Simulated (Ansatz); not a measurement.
# CH₅MoNO₃: small, medium and large basis sets

The task here is to estimate one member of a computed series from the others.

Method: one geometry, several basis sets; program: Ansatz 0.2.0, Gaussian basis.

The runs, in order: PBE0-D4/def2-SVP; ωB97M-V/def2-SVP; PBE0-D4/def2-QZVPP; ωB97M-V/def2-QZVPP; the functionals' def2-TZVPP values are taken from earlier runs.

## The relaxed structure

The geometry comes from an earlier relaxation with PBE0-D4 in a triple-zeta def2 set; it is a stationary point, not always the lowest conformer. Mo takes the def2 core potential; no spin-orbit term is included.

SMILES `C[N]=[Mo](=[O])([OH])[OH]`, 11 atoms, charge 0, spin multiplicity 1.

Atoms are counted from 1 here; the program's logs count them from 0.

Bond lengths: C1–N2 1.420 Å, C1–H7 1.095 Å, C1–H8 1.096 Å, C1–H9 1.095 Å, N2–Mo3 1.724 Å, Mo3–O4 1.681 Å, Mo3–O5 1.886 Å, Mo3–O6 1.886 Å, O5–H10 0.959 Å, O6–H11 0.959 Å. Angles: N2–C1–H7 110.0°, N2–C1–H8 111.5°, N2–C1–H9 110.0°, H7–C1–H8 108.8°, H7–C1–H9 107.6°, H8–C1–H9 108.8°, C1–N2–Mo3 150.2°, N2–Mo3–O4 107.8°, N2–Mo3–O5 108.5°, N2–Mo3–O6 108.6°, O4–Mo3–O5 110.4°, O4–Mo3–O6 110.4°, O5–Mo3–O6 111.0°, Mo3–O5–H10 122.7°, Mo3–O6–H11 122.7°.

Set-up of the first run:

The input, in.yaml:

```yaml
crystal:
  periodic: [false, false, false]
  atoms:
    - {symbol: C, position_ang: [-0.216334, -0.626216, 1.791746]}
    - {symbol: N, position_ang: [-0.201103, 0.007475, 0.520689]}
    - {symbol: Mo, position_ang: [0.361960, 0.083061, -1.107097]}
    - {symbol: O, position_ang: [1.407906, -1.210289, -1.350863]}
    - {symbol: O, position_ang: [1.270528, 1.717980, -1.352318]}
    - {symbol: O, position_ang: [-1.123462, -0.046224, -2.262692]}
    - {symbol: H, position_ang: [0.128351, 0.071002, 2.562451]}
    - {symbol: H, position_ang: [0.425840, -1.514212, 1.806516]}
    - {symbol: H, position_ang: [-1.237604, -0.925121, 2.049740]}
    - {symbol: H, position_ang: [1.278062, 2.411409, -0.690039]}
    - {symbol: H, position_ang: [-2.028844, -0.025865, -1.947434]}
basis:
  gaussian: {orbitals: def2-SVP}
hamiltonian: {xc: pbe0, dispersion: d4}
output: {orbitals: {seedname: orbitals}}
```

Run with:

```console
> ansatz run in.yaml --threads 4 --pin off --events-out ev --progress --plain --max-ram 11315MiB
```

Among the steps run: PBE0-D4 in def2-SVP; ωB97M-V in def2-SVP; PBE0-D4 in def2-QZVPP; ωB97M-V in def2-QZVPP.

One table of the session follows, with a row left open; its other results are not shown here.

It belongs to the step «Functionals by basis». 

```
functional       basis  HOMO (eV)
   PBE0-D4    def2-SVP      -7.66
   PBE0-D4  def2-TZVPP      -7.70
   PBE0-D4  def2-QZVPP          ?
   ωB97M-V    def2-SVP      -9.91
   ωB97M-V  def2-TZVPP      -9.97
   ωB97M-V  def2-QZVPP      -9.99
```

Q: Estimate the row for PBE0-D4, def2-QZVPP from the others.

As computed: HOMO (eV): -7.73. In the column «HOMO (eV)» it lies between ωB97M-V, def2-SVP (-9.91) and PBE0-D4, def2-TZVPP (-7.70).
